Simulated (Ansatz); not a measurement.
# YAl5N6: the cost of one run

Method: DFT PBEsol, scalar-relativistic, plane waves, PAW, in Ansatz 0.2.0.

1 further run of the same task is left out (it didn't finish). Runs told in other sessions of the task aren't counted.

**1. The starting structure**

Symmetry: P31m, No. 157, trigonal system. The conventional cell has a = 5.635 Å, b = 5.635 Å, c = 5.099 Å, α = 90.00°, β = 90.00°, γ = 120.00°. Y (site symmetry 3m) has 4 N at 2.23 to 2.38 Å in its first shell of neighbours. Around Al (site symmetry 3) lie 4 N at 1.86 to 1.92 Å. Al (site symmetry m) has 4 N at 1.90 to 1.99 Å in its first shell of neighbours. Around N (site symmetry 3) lie 4 Al at 1.92 to 1.95 Å. N (site symmetry 3m) is surrounded by 3 Al at 1.99 Å and 1 Y at 2.38 Å. Around N (site symmetry m) lie 3 Al at 1.86 to 1.90 Å and 1 Y at 2.23 Å.

Structure file:

```cif
data_structure
_symmetry_space_group_name_H-M 'P31m'
_symmetry_Int_Tables_number 157
_cell_length_a 5.6352
_cell_length_b 5.6352
_cell_length_c 5.0989
_cell_angle_alpha 90.000
_cell_angle_beta 90.000
_cell_angle_gamma 120.000
_cell_volume 140.22
loop_
_atom_site_label
_atom_site_type_symbol
_atom_site_symmetry_multiplicity
_atom_site_Wyckoff_symbol
_atom_site_fract_x
_atom_site_fract_y
_atom_site_fract_z
_atom_site_occupancy
Y1 Y 1 a 0.00000 0.00000 0.97514 1
Al1 Al 2 b 0.66667 0.33333 0.99656 1
Al2 Al 3 c 0.00000 0.34967 0.50198 1
N1 N 2 b 0.66667 0.33333 0.37379 1
N2 N 1 a 0.00000 0.00000 0.44246 1
N3 N 3 c 0.00000 0.38523 0.87192 1
```

It is the end of an earlier relaxation with the same method, from a generated guess; it needn't be the stable form of this composition. At a tolerance of 0.02 Å it has space group P31m (No. 157); it has 11.69 Å³/atom, an uncorrected energy of -1.34 eV/atom over the elements and, on its mesh, gap 3.31 eV.

**2. Level of theory: PBEsol**

Input file input.yaml:

```yaml
crystal:
  lattice:
    - [5.6351682986, 2.89e-08, 0.0]
    - [-2.8175841743, 4.8801988868, 0.0]
    - [0.0, 0.0, 5.0988761]
  atoms:
    - { symbol: "Y", position: [0.0, 0.0, 0.975144] }
    - { symbol: Al, position: [0.6666666667, 0.3333333333, 0.996562] }
    - { symbol: Al, position: [0.3333333333, 0.6666666667, 0.996562] }
    - { symbol: Al, position: [0.0, 0.349666, 0.501976] }
    - { symbol: Al, position: [0.650334, 0.650334, 0.501976] }
    - { symbol: Al, position: [0.349666, 0.0, 0.501976] }
    - { symbol: "N", position: [0.6666666667, 0.3333333333, 0.373792] }
    - { symbol: "N", position: [0.3333333333, 0.6666666667, 0.373792] }
    - { symbol: "N", position: [0.0, 0.0, 0.44246] }
    - { symbol: "N", position: [0.0, 0.385231, 0.87192] }
    - { symbol: "N", position: [0.614769, 0.614769, 0.87192] }
    - { symbol: "N", position: [0.385231, 0.0, 0.87192] }
basis:
  ecutwfc: 420
kpoints:
  mp_grid: { grid: [6, 6, 6] }
  band_path:
    path:
      - [[0.0, 0.0, 0.0], [0.5, 0.0, 0.0], [0.33333333, 0.33333333, 0.0], [0.0, 0.0, 0.0], [0.0, 0.0, 0.5], [0.5, 0.0, 0.5], [0.33333333, 0.33333333, 0.5], [0.0, 0.0, 0.5]]
      - [[0.5, 0.0, 0.5], [0.5, 0.0, 0.0]]
      - [[0.33333333, 0.33333333, 0.5], [0.33333333, 0.33333333, 0.0], [0.33333333, 0.33333333, -0.5]]
    npoints: 10
hamiltonian:
  xc: pbesol
scf:
  occupations: { method: gaussian, width: 0.02 }
  n_extra_bands: 30
output:
  forces: true
  stress: true
  eigenvalues: true
  populations: true
  dos: { projected: true, de: 0.02, nscf_kmesh: { grid: [9, 9, 9] } }
  bader: false
  write_density: true
  write_potential: true
  elf: true
  volumetric_format: npy
```

On the command line:

```bash
$ ansatz run input.yaml --threads 4 --pin off --max-ram 8192MiB --backend cpu --events-out ev --progress --plain --runs-dir out
```

**Question.** How long does this run take on 4 threads of Arm Neoverse N1, shared host, and how much memory does it need?

About 70 s, with a peak of 0.83 GiB.
